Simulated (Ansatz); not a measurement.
## C₃H₈OSeSi, SMILES C=C[Se]CO[SiH3]: a comparison of dispersion corrections

Run with the Ansatz DFT code, driven from Python.

The script, `disp.py`:
```python
import ansatz as az

c3h8osesi = (
    az.Crystal.molecule()
    .atom("C", (2.9855, 0.3533, 0.3078))
    .atom("C", (2.1198, -0.2198, 1.1423))
    .atom("Se", (0.9652, -1.6338, 0.5369))
    .atom("C", (-0.4287, -0.3651, 0.0519))
    .atom("O", (-1.5262, -1.0807, -0.4575))
    .atom("Si", (-2.7668, 0.0458, -0.8911))
    .atom("H", (3.0503, 0.0325, -0.7269))
    .atom("H", (3.6335, 1.15, 0.658))
    .atom("H", (2.0619, 0.1081, 2.1751))
    .atom("H", (-0.0069, 0.3236, -0.7156))
    .atom("H", (-0.7082, 0.198, 0.9717))
    .atom("H", (-3.1894, 0.8069, 0.2948))
    .atom("H", (-3.9228, -0.6886, -1.4261))
    .atom("H", (-2.2672, 0.9696, -1.9213))
)

base = c3h8osesi.calculation().basis(gaussian="def2-SVP")
for name in ["r2scan", "b3lyp"]:
    for correction in ("d3bj", "d4"):
        summary = base.functional(name, dispersion=correction).run(threads=1, pin="off").report
        print(f"{name:8s} {correction:5s} total {summary['free_energy_ev']:.5f} eV, of which dispersion {1000 * summary['dispersion']['energy']['ev']:.2f} meV")
```

Running `python disp.py` prints:
```text
DeckWarning: the engine holds no damping parameters fitted to this dispersion correction and functional, so the run takes those fitted to r2scan beside the three-body term, which d3bj leaves out (hamiltonian.dispersion, under Limitations)
r2scan   d3bj  total -78496.59091 eV, of which dispersion -101.03 meV
r2scan   d4    total -78496.57737 eV, of which dispersion -87.49 meV
b3lyp    d3bj  total -78502.66229 eV, of which dispersion -615.79 meV
b3lyp    d4    total -78502.60026 eV, of which dispersion -553.76 meV
```
(Warnings from the package without file and line.)

Total energies depend on the basis set; only differences at equal settings carry meaning. The geometry is a force-field or estimated start, not a minimum of this method, and the basis set is short of its limit. D4 holds the three-body term, and d3bj doesn't. b3lyp holds the VWN-RPA fit, as in Gaussian; the form of ORCA and Turbomole is b3lyp5. A dispersion term here runs with damping parameters fitted for another variant or functional. Finished in 45 s on 1 thread of Arm Neoverse V1, with other jobs on the host, peak memory 0.43 GiB.

(Lines on the test bed's own set-up are left out of the output.)
